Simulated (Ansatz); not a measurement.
This script makes an atomisation energy of CH7NOSi, SMILES CN[SiH2]O with the Ansatz DFT code, driven from Python.

`ch7nosi.py`:
```python
"""Atomisation energy of CH7NOSi at the given geometry."""

from collections import Counter

import ansatz as az


def energy_of(molecule, charge=0, unpaired=0):
    calc = molecule.calculation().basis(gaussian="def2-TZVPP").functional("PBE0")
    if charge:
        calc = calc.charge(charge)
    if unpaired:
        calc = calc.spin("collinear", total=unpaired)
    report = calc.run(threads=1).report
    if report["published_state_doubts"]:
        print("  doubts:", report["published_state_doubts"])
    return report["free_energy_ev"]

mol = (
    az.Crystal.molecule()
    .atom("C", (-0.9945, 0.9962, -0.2772))
    .atom("N", (-0.505, 0.0836, 0.66))
    .atom("Si", (0.9973, -0.6214, 0.564))
    .atom("O", (0.9932, -1.6306, -0.7177))
    .atom("H", (-1.1655, 0.5886, -1.2998))
    .atom("H", (-0.4043, 1.9426, -0.3788))
    .atom("H", (-1.9996, 1.3838, 0.0552))
    .atom("H", (-1.1353, -0.6472, 0.7902))
    .atom("H", (1.2734, -1.367, 1.8598))
    .atom("H", (2.0353, 0.4233, 0.3221))
    .atom("H", (0.9703, -1.2089, -1.5572))
)

# Hund ground states
unpaired = {"C": 2, "N": 3, "Si": 2, "O": 2, "H": 1}
counts = Counter(site.symbol for site in mol.cartesian_sites)
atom_energy = {s: energy_of(az.Crystal.molecule().atom(s, (0, 0, 0)), 0, unpaired[s]) for s in counts}
whole = energy_of(mol, 0, 0)
for s, e in atom_energy.items():
    print(f"{s:2s} x{counts[s]}  {e:14.5f} eV")
print(f"CH7NOSi: {whole:.5f} eV")
split = sum(counts[s] * e for s, e in atom_energy.items()) - whole
print(f"atomisation energy (no zero-point term): {96.485332 * split:.1f} kJ/mol, {split / sum(counts.values()):.3f} eV an atom")
```

What does it cost to take this molecule apart into atoms?

3873.7 kJ/mol from the electronic energies, without the zero-point term.

The run itself:

```console
$ python ch7nosi.py
C  x1     -1028.73662 eV
N  x1     -1484.21287 eV
Si x1     -7870.87931 eV
O  x1     -2041.36011 eV
H  x7       -13.63389 eV
CH7NOSi: -12560.77453 eV
atomisation energy (no zero-point term): 3873.7 kJ/mol, 3.650 eV an atom
```

Notes:
- These settings explore the input space; basis and method may be short of convergence.
- The geometry is a force-field or estimated start, not a minimum of this method, and the basis set is short of its limit. All parts are taken at fixed geometry, without zero-point energy.
- Finished in 7.2 s on 1 thread of Arm Neoverse V2, on a shared host, peak memory 0.45 GiB.
